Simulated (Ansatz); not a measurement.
# GaSn in Ansatz: the effect of target pressure

Crystal: GaSn.

```
Ga Sn
1.0
     0.00000    2.90288    3.09822
     2.72925    0.00000    3.09822
     2.72925    2.90288    0.00000
Ga Sn
1 1
Direct
  0.50000 0.50000 0.50000
  0.00000 0.00000 0.00000
```

The cell was built by a generator and needn't be a form met in nature.

Alike in all runs:

```yaml
Program: Ansatz 0.2.0
Task: relaxation of cell and atoms
Functional: PBEsol
Potentials_or_basis: Ansatz PAW
Cutoff: "420 eV (not typed: the program's choice for these potentials)"
k_mesh: 8 × 8 × 8
Occupations: fermi-dirac, width 0.05 eV
Spin: no spin polarisation
```

Each run relaxes the cell or the atoms first.

| target pressure | target pressure | relaxed volume (Å³/atom) |
| --- | --- | --- |
| 0 GPa | - | 23.08 |
| 2 GPa | 2 GPa | ? |
| 5 GPa | 5 GPa | 21.45 |
| 10 GPa | 10 GPa | 20.27 |
| 20 GPa | 20 GPa | 18.61 |
| 30 GPa | 30 GPa | 17.51 |

Problem. What does the run with target pressure 2 GPa give?

Solution. Relaxed volume 22.35 Å³/atom.

Worked out: In Murnaghan's law V^(-B') rises as a straight line in P. The other rows fit best with B' = 4.2, V0 = 23.10 Å³/atom and B0 = 57 GPa, which gives 22.35 Å³/atom at 2 GPa, against the run's 22.35.

Caveats: the plane-wave basis is chosen anew once the cell has moved, so the energies of steps on either side of that aren't comparable; the PAW data sets come from PBE, with cores solved anew for the run's functional, which leaves a small shift of forces and pressure; the volume moved by over 15 % at a fixed basis, so the end points are rough (some runs).
